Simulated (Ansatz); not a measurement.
**BCNF2 (SMILES N#CB(F)F) at B3LYP/6-31G(d) (Cartesian functions)**

What is the vertical ionisation energy of BCNF2 at B3LYP/6-31G* (Cartesian functions)? 

Program for the calculation: Ansatz 0.2.0.

69 further runs of the same task are left out: 69 set aside as unsound or not needed.

### 1 The structure to begin with

BCNF2: 5 atoms, total charge 0, spin state singlet. As SMILES, `N#CB(F)F`. Geometry: relaxed at PBE0-D4/def2-TZVP.

Bond lengths: N1–C2 1.150 Å, C2–B3 1.543 Å, B3–F4 1.306 Å, B3–F5 1.306 Å. Angles: N1–C2–B3 180.0°, C2–B3–F4 119.9°, C2–B3–F5 119.9°, F4–B3–F5 120.2°.

### 2 A single-point energy at B3LYP/6-31G(d) (Cartesian functions)

The input, job.yaml:

```yaml
crystal:
  periodic: [false, false, false]
  atoms:
    - {symbol: "N", position_ang: [-0.715100, 1.789700, 0.801000]}
    - {symbol: C, position_ang: [-0.319400, 0.804800, 0.359300]}
    - {symbol: B, position_ang: [0.212000, -0.517400, -0.233800]}
    - {symbol: F, position_ang: [1.451200, -0.872800, -0.026200]}
    - {symbol: F, position_ang: [-0.578700, -1.277900, -0.941900]}
basis:
  gaussian:
    orbitals: "6-31G*"
hamiltonian:
  xc: {name: B3LYP}
accuracy: high
output: {orbitals: {seedname: orbitals}}
```

The run is started by

```bash
$ ansatz run job.yaml --threads 1 --pin off --max-ram 3480MiB --events-out events.jsonl --progress --plain --runs-dir runs
```

Output:

```text
Warning: RAYON_NUM_THREADS=1 ignored (pool sized by the plan → 1); use --threads N
Functional definition: B3LYP
  name "B3LYP"
  parameter a0 = 0.2
  parameter ax = 0.72
  parameter ac = 0.81
  exchange = (1 - a0 - ax)*slater_x + ax*b88_x + a0*exact_x
  correlation = (1 - ac)*vwn_rpa_c + ac*lyp_c
1512 factors; integrals over basis functions are off by at most 2.9e-9 eV
mean field evaluation 1: about -8634.9381 eV, gradient 5.0e1 eV
mean field evaluation 2: about -8623.2566 eV, gradient 8.9e1 eV
mean field evaluation 4: about -8639.4536 eV, gradient 4.4e0 eV
mean field evaluation 8: about -8639.5430 eV, gradient 5.4e-2 eV
mean field evaluation 16: about -8639.5430 eV, gradient 3.7e-6 eV
mean field -8639.54295759 eV, -317.4973475987 hartree, gradient 9.0e-8 eV, S^2 0.000000; 0 other end points of the search recorded, 0 dependent functions left out
reference -8639.54298355 eV, -317.4973485530 hartree; 18, 18 occupied and 57, 57 virtual orbitals, 1512 factors
Total energy: -8639.54298355 eV, -317.4973485530 hartree
```

Run time: 3.3 s. Hardware: 1 thread of Arm Neoverse V2, shared host; peak memory 0.19 GiB.

### 3 The doublet cation at the same level

The input, run.yaml:

```yaml
crystal:
  periodic: [false, false, false]
  atoms:
    - {symbol: N, position_ang: [-0.715100, 1.789700, 0.801000]}
    - {symbol: C, position_ang: [-0.319400, 0.804800, 0.359300]}
    - {symbol: B, position_ang: [0.212000, -0.517400, -0.233800]}
    - {symbol: F, position_ang: [1.451200, -0.872800, -0.026200]}
    - {symbol: F, position_ang: [-0.578700, -1.277900, -0.941900]}
basis:
  gaussian:
    orbitals: "6-31G*"
total_charge: 1
magnetization:
  spin_polarized: true
  initial_magnetization: 1
hamiltonian:
  xc: {name: B3LYP}
accuracy: high
output: {orbitals: {seedname: orbitals}}
```

The run is started by

```bash
$ ansatz run run.yaml --threads 1 --pin off --max-ram 3480MiB --events-out events.jsonl --progress --plain --runs-dir runs
```

Output, cut to the lines that bear on the results:

```text
Warning: RAYON_NUM_THREADS=1 ignored (pool sized by the plan → 1); use --threads N
[... 7 set-up lines as earlier in the session ...]
1513 factors; integrals over basis functions are off by at most 2.9e-9 eV
mean field evaluation 1: about -8618.7024 eV, gradient 5.0e1 eV
mean field evaluation 2: about -8585.8740 eV, gradient 1.1e2 eV
mean field evaluation 4: about -8625.7913 eV, gradient 8.3e0 eV
mean field evaluation 8: about -8626.1579 eV, gradient 4.7e-1 eV
mean field evaluation 16: about -8626.1591 eV, gradient 1.2e-3 eV
mean field evaluation 32: about -8626.1591 eV, gradient 4.7e-5 eV
mean field -8626.15910675 eV, -317.0055001525 hartree, gradient 2.5e-8 eV, S^2 0.752752; 6 other end points of the search recorded, 0 dependent functions left out
reference -8626.15913355 eV, -317.0055011373 hartree; 18, 17 occupied and 57, 58 virtual orbitals, 1513 factors
Total energy: -8626.15913355 eV, -317.0055011373 hartree
```

It took 13 s on 1 thread of Arm Neoverse V2, shared host; peak memory 0.27 GiB.

### 4 Summary of results

At B3LYP/6-31G* (Cartesian functions):

| quantity | value |
| --- | --- |
| singlet BCNF2: total energy | -317.49735 Eh |
| singlet BCNF2: HOMO energy | -10.06 eV |
| singlet BCNF2: LUMO energy | -2.11 eV |
| singlet BCNF2: HOMO–LUMO gap | 7.95 eV |
| doublet cation: total energy | -317.00550 Eh |
| doublet cation: HOMO energy (highest over α and β) | -18.65 eV |
| doublet cation: LUMO energy (lowest over α and β) | -16.58 eV |
| doublet cation: ⟨S²⟩ | 0.753 |
| vertical ionisation energy (to the doublet cation) | 13.384 eV |

**Reading.** The vertical ionisation energy comes to 13.38 eV (1291 kJ/mol). The negative HOMO energy of the first species, 10.06 eV, lies 3.32 eV below that difference.
